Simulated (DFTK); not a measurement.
Set up this calculation in DFTK 0.8.2, as the native input.

| Quantity | Value |
| --- | --- |
| Task | band structure |
| Functional | PBE |
| Potentials or basis | SPMS 1.0 (PBE) |
| Cutoff | 1225 eV |
| k mesh | 5 × 3 × 3 |
| Occupations | fermi-dirac, width 0.05 eV |
| Spin | no spin polarisation |
| Valence electrons | H 1, N 5, O 6, Pb 14 |
| SCF tolerance on the density | 1e-06 |

The system is HPbNO4.

```
H Pb N O
1.0
     3.85404    0.14384    0.09012
    -0.25320    5.52698    0.16471
    -0.48197   -1.92720    5.72025
H Pb N O
1 1 1 4
Direct
  0.10913 0.65718 0.54463
  0.61029 0.52127 0.15100
  0.91580 0.96263 0.95867
  0.01384 0.13639 0.88084
  0.72398 0.01057 0.12858
  0.00389 0.73732 0.87043
  0.11927 0.59324 0.37651
```

The cell was built by a generator and needn't be a form met in nature.

The input as run:

run.jl

```julia
using DFTK
using PseudoPotentialData
using Unitful, UnitfulAtomic
using LinearAlgebra, Printf
include("save.jl")
setup_threading()

# lattice vectors are the columns
lattice = austrip(1u"Å") * [       3.85404        -0.2532       -0.48197;
                  0.14384        5.52698        -1.9272;
                  0.09012        0.16471        5.72025]
symbols   = [:H, :Pb, :N, :O, :O, :O, :O]
positions = [[0.10913, 0.65718, 0.54463],
             [0.61029, 0.52127, 0.151],
             [0.9158, 0.96263, 0.95867],
             [0.01384, 0.13639, 0.88084],
             [0.72398, 0.01057, 0.12858],
             [0.00389, 0.73732, 0.87043],
             [0.11927, 0.59324, 0.37651]]
pseudopotentials = Dict(:H => "H.upf", :N => "N.upf", :O => "O.upf", :Pb => "Pb.upf")
elements = Dict(s => ElementPsp(s, pseudopotentials; rcut=10.0) for s in unique(symbols))
atoms    = [elements[s] for s in symbols]

build_model(lattice, positions; symmetries=true) =
    model_DFT(lattice, atoms, positions;
              functionals=PBE(),
              temperature=austrip(0.05u"eV"),
              smearing=Smearing.FermiDirac(),
              symmetries)
Ecut  = 45.0  # hartree
kgrid = [5, 3, 3]
tol   = 1e-6
to_GPa = ustrip(uconvert(u"GPa", 1u"hartree/bohr^3"))

model = build_model(lattice, positions)
basis = PlaneWaveBasis(model; Ecut, kgrid)
display(basis)
scfres = self_consistent_field(basis;
                               tol,
                               nbandsalg=AdaptiveBands(model; n_bands_converge=28))
display(scfres.energies)
@printf "Fermi level: %.6f eV\n" ustrip(auconvert(u"eV", something(scfres.εF, NaN)))
forces = compute_forces_cart(scfres)
println("Forces (eV/Å)")
for (s, f) in zip(symbols, forces)
    @printf "%-3s %12.6f %12.6f %12.6f\n" s ustrip.(auconvert.(u"eV/Å", f))...
end
stress = compute_stresses_cart(scfres)
println("Stress (GPa)")
display(round.(stress * to_GPa; digits=4))
println("Levels at the first k-point (eV): ", round.(ustrip.(auconvert.(u"eV", scfres.eigenvalues[1][1:scfres.n_bands_converge])); digits=4))
save_scf!(scfres; forces, stress)

points = Dict("G" => [0.0, 0.0, 0.0], "L" => [0.5, -0.5, 0.0], "M" => [0.0, 0.0, -0.5], "N" => [0.5, 0.5, -0.5], "R" => [0.5, 0.0, -0.5], "X" => [0.5, 0.0, 0.0], "Y" => [0.0, -0.5, 0.0], "Z" => [0.0, 0.5, -0.5])
segments = [("X", "G", 7), ("G", "Y", 5), ("L", "G", 8), ("G", "Z", 5), ("N", "G", 8), ("G", "M", 4), ("R", "G", 8)]
kcoords = vcat([[points[a] + t * (points[b] - points[a]) for t in range(0, 1, n)] for (a, b, n) in segments]...)
bands = compute_bands(scfres, ExplicitKpoints(kcoords); n_bands=30, tol=1e-5)
for (k, ε) in zip(bands.basis.kpoints, bands.eigenvalues)
    @printf "%d %8.4f %8.4f %8.4f " k.spin k.coordinate...
    println(join([@sprintf("%9.4f", e) for e in ustrip.(auconvert.(u"eV", ε .- scfres.εF))]))
end
results["band_energies"] = rows(bands.eigenvalues); results["band_kpoints"] = rows(kcoords)
```

Potentials or basis: SPMS 1.0 (PBE).

Command:

```sh
$ julia --threads=4 run.jl  # save.jl only writes the numbers to a file and isn't shown; printed stress counts tension as positive; times include loading and compiling
```

Results of the run:

```
Pressure                : -0.1 GPa
Largest force           : 0.170 eV/Å
Band gap on the k mesh  : 3.19 eV, indirect (least direct gap 3.29 eV)
Band gap along the path : 3.10 eV, indirect (least direct gap 3.16 eV)
```

Caveat: spin-orbit coupling is left out, which as a rule narrows the gap of such compounds by several tenths of an eV; the mesh misses the band edges, which the band path finds closer together.

Run time: 23 min on 4 threads of Intel(R) Xeon(R) Platinum 8259CL CPU @ 2.50GHz (Skylake/Cascade Lake), on a shared host, peak memory 6.2 GiB.
